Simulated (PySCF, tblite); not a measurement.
**C8H18S: geometry, infrared bands and NMR shifts**

Wanted: the infrared bands and NMR shifts of C8H18S (`CC[C@@H](C)S[C@@H](C)CC`), by calculation.

Programs: tblite 0.8.0 and PySCF 2.14.0, with density-fitted response routines of our own. Each step states its level of theory. These are calculated values for one molecule in the gas phase, unless marked as measured. Atoms count from 0, in the outputs and in this text.

## 1. The starting structure

27 atoms, charge 0, multiplicity 1; geometry from: force field or distance geometry start.

Bonds of the start (Å): C0–C1 1.53, C1–C2 1.53, C2–C3 1.53, C2–S4 1.84, S4–C5 1.83, C5–C6 1.53, C5–C7 1.52, C7–C8 1.53, C0–H9 1.10, C0–H10 1.09, C0–H11 1.08, C1–H12 1.10, C1–H13 1.11, C2–H14 1.10, C3–H15 1.08, C3–H16 1.09, C3–H17 1.10, C5–H18 1.10, C6–H19 1.10, C6–H20 1.10, C6–H21 1.09, C7–H22 1.09, C7–H23 1.11, C8–H24 1.09, C8–H25 1.10, C8–H26 1.09.

## 2. Relaxing the molecule with GFN2-xTB

Job settings and geometry (Å):

```
{"job": {"kind": "relax", "xc": "GFN2-xTB", "basis": "xTB"}, "charge": 0, "multiplicity": 1}
C      2.330000    -1.497000    -0.469800
C      1.733200    -0.802000     0.750400
C      1.340400     0.663600     0.584500
C      2.520300     1.561900     0.206300
S      0.028900     0.899600    -0.685900
C     -1.457800     0.340400     0.232000
C     -1.986100     1.507000     1.066500
C     -2.532200    -0.159700    -0.726500
C     -2.152000    -1.445400    -1.468500
H      1.600600    -1.533300    -1.289700
H      2.587700    -2.528200    -0.222900
H      3.225500    -0.996800    -0.815800
H      0.874400    -1.389600     1.120800
H      2.486600    -0.864600     1.562300
H      0.934000     1.040000     1.538300
H      2.929000     1.320000    -0.760500
H      2.238500     2.616500     0.220700
H      3.325500     1.429100     0.947700
H     -1.174900    -0.476000     0.909500
H     -1.239900     1.863700     1.797500
H     -2.868500     1.194200     1.648400
H     -2.293000     2.351500     0.443900
H     -2.798900     0.620500    -1.445600
H     -3.456900    -0.380800    -0.157600
H     -1.873700    -2.227500    -0.762800
H     -3.017700    -1.803300    -2.051100
H     -1.323000    -1.277500    -2.160200
```

Run with:

```console
OMP_NUM_THREADS=1 python probes_run.py task.json out
```

This one command runs all jobs of the session in turn.

**Question.** This job is followed by: GFN2-xTB harmonic vibrations, gas phase; GIAO PBE0/pcSseg-1 NMR shielding, non-relativistic, gas phase. Predict these results of the whole session: strongest single infrared mode (GFN2-xTB); zero-point energy (GFN2-xTB); ¹³C shifts against TMS (PBE0/pcSseg-1, means over atoms taken as alike); ¹H shifts against TMS (PBE0/pcSseg-1, means over atoms taken as alike); ³³S shifts against CS2 (PBE0/pcSseg-1); surface potential, 1st and 99th percentile.

As calculated:

| quantity | value |
| --- | --- |
| strongest single infrared mode (GFN2-xTB) | 2949 cm⁻¹, 54 km/mol |
| zero-point energy (GFN2-xTB) | 152.5 kcal/mol |
| ¹³C shifts against TMS (PBE0/pcSseg-1, means over atoms taken as alike) | 51.1, 32.4, 24.4, 12.0 ppm |
| ¹H shifts against TMS (PBE0/pcSseg-1, means over atoms taken as alike) | 2.40, 1.58, 1.35, 1.33, 1.21 ppm |
| ³³S shifts against CS2 (PBE0/pcSseg-1) | 47 ppm |
| surface potential, 1st and 99th percentile | -1.09 V and 0.68 V |

**Reading.** Over 125 steps the energy fell by 0.110 eV; of the close pairs, C8–H25 changed most, 1.103 to 1.087 Å. No mode is imaginary among the 75: a minimum at this level. The strongest single mode, at 2949 cm⁻¹, moves mainly H13. Unscaled tight-binding wavenumbers are off by several per cent, some by more. Its intensities can rank the bands wrongly. At PBE0/pcSseg-1: The largest span, 386 ppm, is at S4, where the paramagnetic term is -606 ppm.
